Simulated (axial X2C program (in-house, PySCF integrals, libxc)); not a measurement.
# TaC⁺: from the state search to constants

Aim: find the lowest determinant of TaC⁺, scan the bond at several levels and fit the constants, once spin-free and once with spin–orbit coupling.

The runs use an in-house X2C program for linear molecules on PySCF integrals; all-electron X2C, Ta dyall-cv3z, C dyall-v3z.

All values are calculated.

## 1. Input

The input, task.json:

```json
{
 "zs": [
  73,
  6
 ],
 "q": 1,
 "bas": [
  "dyall-cv3z",
  "dyall-v3z"
 ],
 "levels": [
  "PBE0",
  "HF",
  "TPSS"
 ],
 "cc": true,
 "r0": 1.93,
 "thr": -1.0,
 "nmax": 90,
 "npts": 10,
 "nst": 2,
 "ntry": 6
}
```

Keys: zs atomic numbers; q charge; bas basis sets; levels methods (HF also brings MP2); cc coupled cluster on or off; r0 starting distance in Å; thr threshold in hartree for freezing inner shells (an s shell follows its p shell); nmax most natural virtual spinors; npts points asked for on the curve; nst determinants followed; ntry starts of the search.

Launch:

```
python so2c.py task.json out
```

Spin-free means the one-electron spin-free X2C Hamiltonian; two-component (2c) means X2C with spin–orbit coupling and atomic mean-field two-electron Coulomb and Gaunt terms. Basis: Ta dyall-cv3z contracted to [13s14p9d7f4g], C dyall-v3z contracted to [7s6p2d1f]; Gaussian nuclei, density fitting. Masses: Ta 180.948 u, C 12.000 u.

Notation: σ, π±, δ± give the projection m of an orbital's angular momentum (0, ±1, ±2), α and β its spin, Λ and M_S the sums; ω is the projection of a spinor's total angular momentum and Ω the sum. Logs are in hartree.

The results follow Hamiltonian by Hamiltonian and level by level.

## 2. State search with PBE0

PBE0 moves the distance from 1.930 Å to 1.743 Å and compares determinants there.

Spin-free determinants:

```json
{"ΔE (eV)": "0.00", "state": "M_S = 1, Λ = 0", "open shells": "beyond closed shells: 2 × σα"}
{"ΔE (eV)": "0.43", "state": "M_S = 0, Λ = 0", "open shells": "closed shell"}
{"ΔE (eV)": "0.45", "state": "M_S = 1, Λ = 2", "open shells": "beyond closed shells: σα, δ+α"}
{"ΔE (eV)": "0.48", "state": "M_S = 0, Λ = 2", "open shells": "beyond closed shells: σα, δ+β"}
{"ΔE (eV)": "0.98", "state": "M_S = 2, Λ = 1", "open shells": "beyond closed shells: 2 × σα, π+α, π-α, π-β, δ+α"}
{"ΔE (eV)": "0.98", "state": "M_S = 2, Λ = 3", "open shells": "beyond closed shells: 2 × σα, π+α, π+β, π-α, δ+α"}
{"ΔE (eV)": "1.19", "state": "M_S = 1, Λ = 1", "open shells": "beyond closed shells: σα, π+α, π+β, π-α"}
```

Two-component determinants:

```json
{"ΔE (eV)": "0.00", "state": "Ω = 1", "open shells": "excess of +ω over −ω: 2 × ω = 1/2"}
{"ΔE (eV)": "0.23", "state": "Ω = 1", "open shells": "excess of +ω over −ω: ω = -1/2, ω = 3/2"}
{"ΔE (eV)": "0.26", "state": "Ω = 2", "open shells": "excess of +ω over −ω: ω = 1/2, ω = 3/2"}
{"ΔE (eV)": "0.42", "state": "Ω = 0", "open shells": "closed shell"}
{"ΔE (eV)": "0.67", "state": "Ω = 3", "open shells": "excess of +ω over −ω: ω = 1/2, ω = 5/2"}
{"ΔE (eV)": "0.71", "state": "Ω = 2", "open shells": "excess of +ω over −ω: ω = -1/2, ω = 5/2"}
{"ΔE (eV)": "1.15", "state": "Ω = 2", "open shells": "excess of +ω over −ω: ω = 1/2, ω = 3/2"}
```

## 3. PBE0, spin-free

State followed: M_S = 1, Λ = 0 (beyond closed shells: 2 × σα). The scan is laid around 1.743 Å, a first estimate of the minimum, and this SCF restarts from the orbitals of the search.

The SCF at the reference distance of 1.743 Å:

```text
spin-free X2C-1e  PBE0
basis functions 227  fitting functions 1161  grid points 5075
iter        total energy     max residual
   1     -15642.904673223     1.56e-05
   2     -15642.904673232     1.80e-05
   3     -15642.904673234     1.67e-05
   4     -15642.904673238     8.88e-06
   5     -15642.904673243     3.85e-06
   6     -15642.904673244     1.12e-06
converged
one-electron -21710.26519797  Coulomb 6260.04189926  exact exchange -80.10343673  xc functional -245.55534365  nuclear repulsion 132.97740584
```

Along the bond, energies from the lowest point:

| R (Å) | E (eV) | μ (D) | HOMO (eV) | LUMO (eV) | iterations |
| --- | --- | --- | --- | --- | --- |
| 1.516 | 1.5833 | -1.98 | -12.34 | -10.45 | 13 |
| 1.586 | 0.6546 | -2.20 | -12.46 | -10.21 | 13 |
| 1.638 | 0.2510 | -2.33 | -12.54 | -10.05 | 14 |
| 1.691 | 0.0459 | -2.43 | -12.60 | -10.03 | 14 |
| 1.743 | 0.0000 | -2.50 | -12.65 | -10.04 | 6 |
| 1.804 | 0.1036 | -2.56 | -12.69 | -10.04 | 14 |
| 1.865 | 0.3352 | -2.59 | -12.72 | -10.05 | 15 |
| 1.943 | 0.7651 | -2.58 | -12.73 | -10.06 | 16 |
| 2.039 | 1.4168 | -2.52 | -12.52 | -10.03 | 17 |
| 2.179 | 2.4699 | -2.34 | -12.16 | -10.01 | 15 |

Dipoles are positive if C is the positive end and refer to the centre of mass.

Outer orbitals at the reference distance:

| symmetry | occupied | ε (eV) | atomic character |
| --- | --- | --- | --- |
| σα | yes | -21.81 | 56% C s, 20% Ta d, 10% Ta s |
| σβ | yes | -20.51 | 53% C s, 20% Ta d, 11% Ta s |
| σα | yes | -14.52 | 53% C p, 33% Ta d, 6% C s |
| π-α | yes | -14.05 | 54% Ta d, 41% C p |
| π+α | yes | -14.05 | 54% Ta d, 41% C p |
| π-β | yes | -13.66 | 54% Ta d, 40% C p, 2% C d |
| π+β | yes | -13.66 | 54% Ta d, 40% C p, 2% C d |
| σα | yes | -12.65 | 60% Ta s, 18% Ta d, 15% C p |
| δ-α | no | -10.04 | 99% Ta d |
| δ+α | no | -10.04 | 99% Ta d |
| σβ | no | -9.80 | 50% Ta d, 26% Ta s, 15% C p |
| σβ | no | -9.40 | 36% Ta s, 34% C p, 21% Ta p |

PBE0 fields in the half plane through the axis: z from -2.4 to 3.9 Å across, distance from the axis 0.15 to 2.25 Å upwards; Ta lies at z = 0 and C at z = 1.743 Å; the ELF is damped to zero where the density is low.

log10 density (e/bohr³). Ten even steps from '0' (-5.24 ) to '9' (1.79 ):
```
1112223333332222211100
1122333333333333222110
1223334444444433332210
2233444444444444433221
2233445555555555443321
2334456666655655544322
2334556787666666554322
2334567898766786654332
```

ELF. Ten even steps from '0' (0.00 ) to '9' (0.95 ):
```
0000234222110000000000
0002455333222211000000
0013555322344432210000
0023443211256765431000
0012222211257887764200
0011234555358988987410
0001146434548748998620
0000145525436092999730
```

Re = 1.734 Å, ωe = 1075 cm⁻¹, ωexe = 3.64 cm⁻¹, Be = 0.4982 cm⁻¹, De = 4.65 eV, μ = -2.49 D.

## 4. HF, spin-free

Output at 1.743 Å:

```text
spin-free X2C-1e  HF
basis functions 227  fitting functions 1161  grid points 5075
iter        total energy     max residual
   1     -15637.659639786     5.29e-01
   2     -15637.703719292     2.49e-02
   3     -15637.704123404     2.89e-02
   4     -15637.707255917     2.73e-03
   5     -15637.707447871     2.88e-03
   6     -15637.707546669     1.39e-03
   7     -15637.707662460     1.38e-03
   8     -15637.707773006     1.52e-03
   9     -15637.707813256     1.51e-03
  10     -15637.707619967     1.21e-03
  11     -15637.707241614     4.50e-04
  12     -15637.707207300     1.12e-04
  13     -15637.707205327     4.11e-05
  14     -15637.707205359     2.32e-05
  15     -15637.707205382     8.13e-06
  16     -15637.707205385     2.21e-06
  17     -15637.707205385     1.12e-06
converged
one-electron -21711.97400067  Coulomb 6261.92123109  exact exchange -320.63184165  xc functional 0.00000000  nuclear repulsion 132.97740584
```

On the way the iterations pass 0.017 eV below the final energy, so this may not be the lowest solution of its occupation.

No constants are quoted: the points don't follow one smooth fit.

## 5. TPSS, spin-free

Output at 1.743 Å:

```text
spin-free X2C-1e  TPSS
basis functions 227  fitting functions 1161  grid points 5075
iter        total energy     max residual
   1     -15642.737448024     1.77e-01
   2     -15642.738164630     2.72e-02
   3     -15642.724026658     4.89e-02
   4     -15642.732528132     2.92e-02
   5     -15642.741768993     8.97e-04
   6     -15642.741775871     2.37e-04
   7     -15642.741776588     6.38e-05
   8     -15642.741776668     4.40e-05
   9     -15642.741776696     1.59e-05
  10     -15642.741776710     3.54e-06
  11     -15642.741776710     1.05e-06
converged
one-electron -21707.86230814  Coulomb 6257.57492820  exact exchange 0.00000000  xc functional -325.43180261  nuclear repulsion 132.97740584
```

Re = 1.750 Å, ωe = 1033 cm⁻¹, ωexe = 3.76 cm⁻¹, Be = 0.489 cm⁻¹, De = 5.20 eV, μ = -2.36 D.

## 6. Correlated methods, spin-free

Correlated methods: 8 electrons correlated (frozen shells, counted by type: Ta 5 s, 4 p, 2 d, 1 f; C 1 s), 292 virtual spinors in MP2, 90 natural virtuals in coupled cluster.

Output of the correlated part at 1.743 Å:

```text
correlated 8  virtual 292  natural virtual 90  E(MP2) -0.251801487  MP2 remainder -0.006712395
iter   CCSD correlation   residual
   1     -0.225815724   1.86e-01
   2     -0.238578709   8.18e-02
   3     -0.242670125   3.44e-02
   4     -0.243288062   1.26e-02
   5     -0.243524141   5.50e-03
   6     -0.243500650   2.16e-03
   7     -0.243527560   8.72e-04
   8     -0.243540424   3.78e-04
   9     -0.243536095   1.74e-04
  10     -0.243540843   7.49e-05
  11     -0.243538784   3.50e-05
  12     -0.243539335   1.65e-05
  13     -0.243539282   7.85e-06
  14     -0.243539124   4.29e-06
  15     -0.243539137   2.13e-06
(T) -0.017211775  T1 0.0518  D1 0.0828  max T2 0.075
```

T1 in the output is the amplitude norm over the root of the electron number; divide by √2 for the Lee–Taylor value.

MP2: No constants are quoted: the reference is strongly spin-contaminated.

CCSD: No constants are quoted: the points don't follow one smooth fit.

CCSD(T): No constants are quoted: the points don't follow one smooth fit.

## 7. A higher determinant, spin-free

State: M_S = 0, Λ = 0 (closed shell).

Output at the reference distance:

```text
spin-free X2C-1e  PBE0
basis functions 227  fitting functions 1161  grid points 5075
iter        total energy     max residual
   1     -15642.889040393     4.69e-06
   2     -15642.889040388     2.05e-05
   3     -15642.889040393     2.18e-06
   4     -15642.889040393     1.65e-06
converged
one-electron -21713.66540044  Coulomb 6263.51312133  exact exchange -80.11037737  xc functional -245.60378976  nuclear repulsion 132.97740584
```

| R (Å) | E above the lowest PBE0 point (eV) |
| --- | --- |
| 1.516 | 0.947 |
| 1.586 | 0.397 |
| 1.638 | 0.248 |
| 1.691 | 0.270 |
| 1.743 | 0.425 |
| 1.804 | 0.731 |
| 1.865 | 1.123 |
| 1.943 | 1.535 |
| 2.039 | 2.004 |

No constants are quoted: the dipole of the solution doesn't run smoothly along the scan, a sign that its character may change, so the fit is set aside.

## 8. The spin-free curves together

Energy (eV) of the followed determinant, spin-free, from each level's lowest point:

| R (Å) | PBE0 | HF | MP2 (spin-contaminated) | CCSD | CCSD(T) | TPSS |
| --- | --- | --- | --- | --- | --- | --- |
| 1.516 | 1.583 | 1.537 | 1.991 | n/a | n/a | 1.746 |
| 1.586 | 0.655 | 0.630 | 0.909 | 0.863 | 0.954 | 0.769 |
| 1.638 | 0.251 | 0.238 | 0.459 | 0.385 | 0.452 | 0.328 |
| 1.691 | 0.046 | 0.000 | 0.606 | 0.131 | 0.189 | 0.085 |
| 1.743 | 0.000 | 0.050 | 0.031 | 0.000 | 0.010 | 0.000 |
| 1.804 | 0.104 | 0.183 | 0.000 | 0.025 | 0.000 | 0.058 |
| 1.865 | 0.335 | 0.448 | 0.132 | 0.184 | 0.124 | 0.243 |
| 1.943 | 0.765 | 0.926 | 0.458 | 0.529 | 0.420 | 0.612 |
| 2.039 | 1.417 | 1.637 | 1.012 | n/a | n/a | 1.190 |
| 2.179 | 2.470 | 2.769 | 1.990 | n/a | n/a | 2.118 |

## 9. PBE0, 2c

State followed: Ω = 1 (excess of +ω over −ω: 2 × ω = 1/2). The scan is laid around 1.743 Å, a first estimate of the minimum, and this SCF restarts from the orbitals of the search.

The SCF at the reference distance of 1.743 Å:

```text
two-component X2C + atomic mean field  PBE0
basis functions 227  fitting functions 1161  grid points 5075
iter        total energy     max residual
   1     -15641.159780839     9.45e-06
   2     -15641.159780843     8.79e-06
   3     -15641.159780845     9.52e-06
converged
one-electron -21692.61283375  Coulomb 6257.40223504  exact exchange -80.07373568  xc functional -245.50421267  nuclear repulsion 132.97740584  atomic mean-field constant -13.34863964
```

Along the bond, energies from the lowest point:

| R (Å) | E (eV) | μ (D) | HOMO (eV) | LUMO (eV) | iterations |
| --- | --- | --- | --- | --- | --- |
| 1.516 | 1.5878 | -1.95 | -12.34 | -10.45 | 14 |
| 1.586 | 0.6613 | -2.17 | -12.46 | -10.23 | 14 |
| 1.638 | 0.2575 | -2.30 | -12.53 | -10.23 | 14 |
| 1.691 | 0.0505 | -2.40 | -12.59 | -10.23 | 14 |
| 1.743 | 0.0000 | -2.47 | -12.63 | -10.24 | 3 |
| 1.804 | 0.0933 | -2.51 | -12.65 | -10.24 | 15 |
| 1.865 | 0.3026 | -2.49 | -12.64 | -10.23 | 19 |
| 1.943 | 0.5759 | -2.17 | -12.50 | -10.04 | 34 |
| 2.039 | 0.9515 | -2.16 | -12.22 | -9.76 | 18 |
| 2.179 | 1.6670 | -2.11 | -11.85 | -9.70 | 18 |

Dipoles are positive if C is the positive end and refer to the centre of mass.

Outer spinors at the reference distance:

| ω | occupied | ε (eV) | atomic character | λ mixture |
| --- | --- | --- | --- | --- |
| 1/2 | yes | -21.85 | 56% C s, 20% Ta d, 10% Ta s | 100% σ |
| -1/2 | yes | -20.54 | 53% C s, 20% Ta d, 11% Ta s | 100% σ |
| 1/2 | yes | -14.57 | 52% C p, 34% Ta d, 6% C s | 97% σ, 3% π |
| -1/2 | yes | -14.17 | 54% Ta d, 40% C p | 99% π, 1% σ |
| 3/2 | yes | -14.02 | 54% Ta d, 41% C p | 100% π |
| 1/2 | yes | -13.73 | 52% Ta d, 41% C p, 2% C d | 96% π, 4% σ |
| -3/2 | yes | -13.62 | 55% Ta d, 39% C p, 2% C d | 97% π, 3% δ |
| 1/2 | yes | -12.63 | 59% Ta s, 18% Ta d, 15% C p | 99% σ, 1% π |
| -3/2 | no | -10.24 | 97% Ta d | 97% δ, 3% π |
| 5/2 | no | -9.79 | 99% Ta d | 100% δ |
| -1/2 | no | -9.79 | 50% Ta d, 23% Ta s, 17% C p | 99% σ, 1% π |
| -1/2 | no | -9.40 | 39% Ta s, 32% C p, 20% Ta p | 100% σ |

PBE0 fields in the half plane through the axis: z from -2.4 to 3.9 Å across, distance from the axis 0.15 to 2.25 Å upwards; Ta lies at z = 0 and C at z = 1.743 Å; the ELF is damped to zero where the density is low.

log10 density (e/bohr³). Ten even steps from ' ' (-5.25 ) to '@' (1.79 ):
```
......::::::------------::::::::::......    
....::::------------------------::::::....  
..::::------================--------::::..  
::::----==========================----::::..
::::----====++++++++++++++++++++====----::..
::----====++**********++++**++++++====--::::
::----==++++**##%%##************++++==--::::
::----==++**##%%@@%%##****##%%****++==----::
```

ELF. Ten even steps from '0' (0.00 ) to '9' (0.95 ):
```
0000233222110000000000
0002455333222211000000
0013455322344432210000
0023433211256765431000
0012222211257887765200
0011234555358988987410
0001146434548748998620
0000145525436092999730
```

No constants are quoted: the points don't follow one smooth fit.

## 10. HF, 2c

Output at 1.743 Å:

```text
two-component X2C + atomic mean field  HF
basis functions 227  fitting functions 1161  grid points 5075
iter        total energy     max residual
   1     -15635.876775205     5.30e-01
   2     -15635.921101208     2.51e-02
   3     -15635.921581340     2.89e-02
   4     -15635.924728089     2.75e-03
   5     -15635.924971154     3.57e-03
   6     -15635.925103814     1.73e-03
   7     -15635.925281602     2.04e-03
   8     -15635.925444508     2.13e-03
   9     -15635.925404309     2.13e-03
  10     -15635.924889815     1.42e-03
  11     -15635.924537007     4.98e-04
  12     -15635.924521174     1.90e-04
  13     -15635.924523016     1.71e-04
  14     -15635.924525750     1.46e-04
  15     -15635.924529144     9.68e-05
  16     -15635.924530961     6.21e-05
  17     -15635.924531799     5.20e-05
  18     -15635.924532124     3.56e-05
  19     -15635.924532289     2.03e-05
  20     -15635.924532347     1.25e-05
  21     -15635.924532377     8.43e-06
  22     -15635.924532387     6.85e-06
  23     -15635.876775205     1.04e+00
  24     -15635.921103383     2.56e-02
  25     -15635.922286492     1.27e-01
  26     -15635.924811733     1.36e-02
  27     -15635.925022394     7.54e-03
  28     -15635.925316622     1.42e-02
  29     -15635.925824413     9.34e-03
  30     -15635.926703958     7.30e-03
  31     -15635.927533118     1.05e-02
  32     -15635.928777479     1.78e-02
  33     -15635.931559103     2.57e-02
  34     -15635.934276746     1.22e-02
  35     -15635.934645283     5.10e-03
  36     -15635.934958128     4.77e-03
  37     -15635.935483558     3.88e-03
  38     -15635.935880703     3.44e-03
  39     -15635.937188458     4.28e-03
  40     -15635.938410057     5.98e-03
  41     -15635.939917700     5.69e-03
  42     -15635.940989478     3.94e-03
  43     -15635.941378158     3.00e-03
  44     -15635.941719401     1.32e-03
  45     -15635.941810890     7.94e-04
  46     -15635.941842433     6.76e-04
  47     -15635.941853947     3.47e-04
  48     -15635.941857881     1.44e-04
  49     -15635.941858632     6.84e-05
  50     -15635.941858779     4.70e-05
  51     -15635.941858817     2.21e-05
  52     -15635.941858828     8.70e-06
  53     -15635.941858831     5.06e-06
  54     -15635.941858831     5.28e-06
  55     -15635.941858832     2.01e-06
converged
one-electron -21696.03550199  Coulomb 6261.09644658  exact exchange -320.63156963  xc functional 0.00000000  nuclear repulsion 132.97740584  atomic mean-field constant -13.34863964
```

No constants are quoted: too few points lie around the minimum for a second fit to confirm the first.

## 11. TPSS, 2c

The SCF at the reference distance of 1.743 Å:

```text
two-component X2C + atomic mean field  TPSS
basis functions 227  fitting functions 1161  grid points 5075
iter        total energy     max residual
   1     -15640.982330770     1.78e-01
   2     -15640.983067779     2.72e-02
   3     -15640.967320551     4.89e-02
   4     -15640.974693057     3.30e-02
   5     -15640.986683828     8.99e-04
   6     -15640.986696951     2.17e-04
   7     -15640.986697601     5.41e-05
   8     -15640.986697683     4.55e-05
   9     -15640.986697719     2.17e-05
  10     -15640.986697736     3.43e-06
  11     -15640.986697736     1.15e-06
converged
one-electron -21690.21435400  Coulomb 6254.93986716  exact exchange 0.00000000  xc functional -325.34097710  nuclear repulsion 132.97740584  atomic mean-field constant -13.34863964
```

No constants are quoted: the dipole of the solution doesn't run smoothly along the scan, a sign that its character may change, so the fit is set aside.

## 12. MP2 and beyond, 2c

Correlated methods: 8 electrons correlated (frozen shells, counted by type: Ta 5 s, 4 p, 2 d, 1 f; C 1 s), 292 virtual spinors in MP2, 90 natural virtuals in coupled cluster.

Output of the correlated part at 1.743 Å:

```text
correlated 8  virtual 292  natural virtual 90  E(MP2) -0.193529109  MP2 remainder -0.005171224
iter   CCSD correlation   residual
   1     -0.191390749   1.28e-01
   2     -0.198785648   6.86e-02
   3     -0.203326036   4.51e-02
   4     -0.204761704   3.06e-02
   5     -0.206000710   2.54e-02
   6     -0.206965558   2.30e-02
   7     -0.208856331   2.06e-02
   8     -0.210990632   1.56e-02
   9     -0.211349483   8.53e-03
  10     -0.212066358   4.30e-03
  11     -0.211863583   2.10e-03
  12     -0.212045364   1.29e-03
  13     -0.212021046   4.89e-04
  14     -0.212031650   2.42e-04
  15     -0.212024263   1.19e-04
  16     -0.212023010   5.78e-05
  17     -0.212023666   2.81e-05
  18     -0.212024259   1.30e-05
  19     -0.212024374   6.20e-06
  20     -0.212024364   3.10e-06
(T) -0.012268014  T1 0.2483  D1 0.6775  max T2 0.069
```

MP2: No constants are quoted: the reference is strongly spin-contaminated.

CCSD: No constants are quoted: the scan has only 5 points.

CCSD(T): No constants are quoted: the scan has only 5 points.

## 13. A higher determinant, 2c

State: Ω = 1 (excess of +ω over −ω: ω = -1/2, ω = 3/2).

Output at the reference distance:

```text
two-component X2C + atomic mean field  PBE0
basis functions 227  fitting functions 1161  grid points 5075
iter        total energy     max residual
   1     -15641.151396437     4.75e-06
   2     -15641.151396441     3.51e-06
   3     -15641.151396442     4.82e-06
converged
one-electron -21697.45889422  Coulomb 6262.36932758  exact exchange -80.10402681  xc functional -245.58656919  nuclear repulsion 132.97740584  atomic mean-field constant -13.34863964
```

| R (Å) | E above the lowest PBE0 point (eV) |
| --- | --- |
| 1.516 | 1.634 |
| 1.586 | 0.803 |
| 1.638 | 0.445 |
| 1.691 | 0.265 |
| 1.743 | 0.228 |
| 1.804 | 0.325 |
| 1.865 | 0.531 |
| 1.943 | 0.725 |
| 2.039 | 1.075 |

No constants are quoted: the dipole of the solution doesn't run smoothly along the scan, a sign that its character may change, so the fit is set aside.

## 14. The 2c curves together

Energy (eV) of the followed determinant, 2c, from each level's lowest point:

| R (Å) | PBE0 | HF | MP2 (spin-contaminated) | CCSD | CCSD(T) | TPSS (dipole not smooth) |
| --- | --- | --- | --- | --- | --- | --- |
| 1.516 | 1.588 | n/a | n/a | n/a | n/a | 1.752 |
| 1.586 | 0.661 | n/a | n/a | n/a | n/a | 0.777 |
| 1.638 | 0.258 | n/a | n/a | n/a | n/a | 0.335 |
| 1.691 | 0.051 | 0.759 | 0.215 | 0.210 | 0.253 | 0.090 |
| 1.743 | 0.000 | 0.434 | 0.000 | 0.101 | 0.120 | 0.000 |
| 1.804 | 0.093 | 0.197 | 0.090 | 0.000 | 0.000 | 0.048 |
| 1.865 | 0.303 | 0.058 | 0.272 | 0.012 | 0.007 | 0.216 |
| 1.943 | 0.576 | 0.000 | 0.504 | 0.157 | 0.150 | 0.545 |
| 2.039 | 0.951 | 0.082 | 0.811 | n/a | n/a | 0.998 |
| 2.179 | 1.667 | 0.417 | 1.334 | n/a | n/a | 1.665 |

Time for the job: 4 min (1 thread of Arm Neoverse V2, shared host); peak memory 0.6 GiB.

## 15. Constants

Lowest determinant that the search found at its distance, spin-free: M_S = 1, Λ = 0 (beyond closed shells: 2 × σα).

Lowest determinant that the search found at its distance, 2c: Ω = 1 (excess of +ω over −ω: 2 × ω = 1/2).

```tsv
Hamiltonian	level	Re (Å)	ωe (cm⁻¹)	De (eV)	μ (D)
spin-free	PBE0	1.734	1075	4.65	-2.49
spin-free	TPSS	1.750	1033	5.20	-2.36
```

Dipoles are positive if C is the positive end and refer to the centre of mass. No constants: spin-free HF (the points don't follow one smooth fit); spin-free MP2 (the reference is strongly spin-contaminated); spin-free CCSD (the points don't follow one smooth fit); spin-free CCSD(T) (the points don't follow one smooth fit); 2c PBE0 (the points don't follow one smooth fit); 2c HF (too few points lie around the minimum for a second fit to confirm the first); 2c MP2 (the reference is strongly spin-contaminated); 2c CCSD (the scan has only 5 points); 2c CCSD(T) (the scan has only 5 points); 2c TPSS (the dipole of the solution doesn't run smoothly along the scan, a sign that its character may change, so the fit is set aside).

In words: Bond lengths run from 1.734 Å (spin-free PBE0) to 1.750 Å (spin-free TPSS). At HF the two-component curve has its lowest point over 0.2 Å from the spin-free one, so it has likely passed to another state.

De refers to Ta+ + C, each in the lowest determinant found, which need not be this curve's own limit. The state is a single determinant with fixed occupations, the lowest that a limited PBE0 search found. De is counted from the lowest determinant-based energies of the atoms at the same level, without counterpoise correction. The meta-GGAs lack a current-density term, which matters for open shells with orbital currents, atoms included. With several unpaired electrons one determinant need not be a pure state.
